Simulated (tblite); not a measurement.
# C6H11AlO: the cost of one run

Programs: tblite 0.8.0 and PySCF 2.14.0, with density-fitted response routines of our own. Each step states its level of theory. These are calculated values for one molecule in the gas phase, unless marked as measured. Atoms count from 0, in the outputs and in this text.

## Step 1: Starting geometry

19 atoms, charge 0, multiplicity 1; geometry from: force field or distance geometry start.

Bonds of the start (Å): C0–O1 1.38, O1–Al2 1.85, Al2–C3 1.96, C3–C4 1.52, C4–C5 1.49, C5–C6 1.33, C6–C7 1.50, C7–C3 1.48, C0–H8 1.11, C0–H9 1.11, C0–H10 1.12, Al2–H11 1.62, C3–H12 1.12, C4–H13 1.11, C4–H14 1.11, C5–H15 1.10, C6–H16 1.09, C7–H17 1.12, C7–H18 1.11.

## Step 2: Relaxing the molecule with GFN2-xTB

What the job is given:

```
{"job": {"kind": "relax", "xc": "GFN2-xTB", "basis": "xTB"}, "charge": 0, "multiplicity": 1}
C     -3.287400     0.290700    -0.596800
O     -2.177100     1.074300    -0.336100
Al    -1.034500     0.278700     0.877400
C      0.550600    -0.762000     0.388800
C      1.723400    -0.236400     1.195700
C      2.291600     0.764600     0.250400
C      1.899800     0.546400    -1.001100
C      1.004700    -0.654400    -1.014800
H     -4.087300     0.383200     0.167800
H     -3.695400     0.576100    -1.594200
H     -3.010800    -0.797500    -0.643900
H     -1.341100     0.401900     2.460500
H      0.393700    -1.822800     0.723900
H      2.515000    -1.007600     1.327600
H      1.403200     0.227800     2.152400
H      2.960900     1.600300     0.508700
H      2.191700     1.153900    -1.863600
H      1.570300    -1.553900    -1.363800
H      0.119000    -0.454100    -1.646300
```

Launch:

```sh
$ OMP_NUM_THREADS=1 python probes_run.py task.json out
```

The driver reads the jobs from task.json and runs them one after another.

**Question.** How long does this first job take on 1 thread of Arm Neoverse N1, shared host?

About 2 s.
